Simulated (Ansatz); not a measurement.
This script makes a frozen displacement of one atom of Hg₃Pd, space group Pm-3m with Ansatz's Python interface.

`push_hg3pd.py`:
```python
import ansatz
import numpy as np

lattice = ansatz.Lattice.of(
    (4.36495, 0.0, 0.0),
    (0.0, 4.36495, 0.0),
    (0.0, 0.0, 4.36495),
)
sites = [
    ('Hg', (0.5, 0.0, 0.5)),
    ('Hg', (0.0, 0.5, 0.5)),
    ('Hg', (0.5, 0.5, 0.0)),
    ('Pd', (0.0, 0.0, 0.0)),
]
xtal = ansatz.Crystal(lattice=lattice)
for symbol, position in sites:
    xtal = xtal.atom(symbol, position)

inverse = np.linalg.inv(np.array(xtal.lattice.vectors))
home = np.array(xtal.sites[2].position)
values = np.linspace(-0.05, 0.05, 5)
energies, pulls = [], []
for shift in values:
    moved = xtal.move(2, to=home + shift * inverse[1])
    calc = (
        moved.calculation()
        .functional('PBEsol')
        .kpoints(density=3.8)
        .occupations('fermi_dirac', width=0.15)
        .forces()
    )
    rep = calc.run(threads=1).report
    energies.append(rep['free_energy_ev'])
    pulls.append(rep['forces_ev_ang'][2][1])

print('shift (A)   dE (eV)   force along y (eV/A)')
for shift, e, f in zip(values, energies, pulls):
    print(f'{shift:8.3f} {e - energies[2]:10.5f} {f:12.4f}')
print(f'stiffness from energies {2 * np.polyfit(values, energies, 2)[0]:.3f}, from forces {-np.polyfit(values, pulls, 1)[0]:.3f} eV/A^2')
```

How stiff is this displacement, and do energies and forces agree?

The curvature of the energy gives 1.686 eV/Å² and the slope of the force 1.689 eV/Å², a positive curvature.

What the script printed:

```console
$ python push_hg3pd.py
DeckWarning: basis.ecutwfc = 420 eV, auto-derived from the records' recommended cutoffs: set by Hg (normal level)
shift (A)   dE (eV)   force along y (eV/A)
  -0.050    0.00211       0.0845
  -0.025    0.00053       0.0421
   0.000    0.00000      -0.0000
   0.025    0.00053      -0.0421
   0.050    0.00211      -0.0845
stiffness from energies 1.686, from forces 1.689 eV/A^2
```
(Warnings from the package without file and line.)

What to keep in mind:
- The mesh is modest for a metal, so energies can be off by several to tens of meV an atom and pressures by half a GPa or more; differences at equal mesh fare better.
- In a metal a curvature from energy changes of a few meV or less hangs on mesh and smearing, in size and even in sign.
- Spin-orbit coupling, which matters for elements this heavy, is left out.
- This cell is a computed structure, which may not be the phase found in nature.
- All periodic images of the atom move with it, so the curvature is one diagonal element of the zone-centre force constants and no normal mode; a positive value doesn't exclude soft modes in which several atoms move.
- It ran for 2 min on 1 thread of Arm Neoverse N1, on a shared host, peak memory 0.49 GiB.
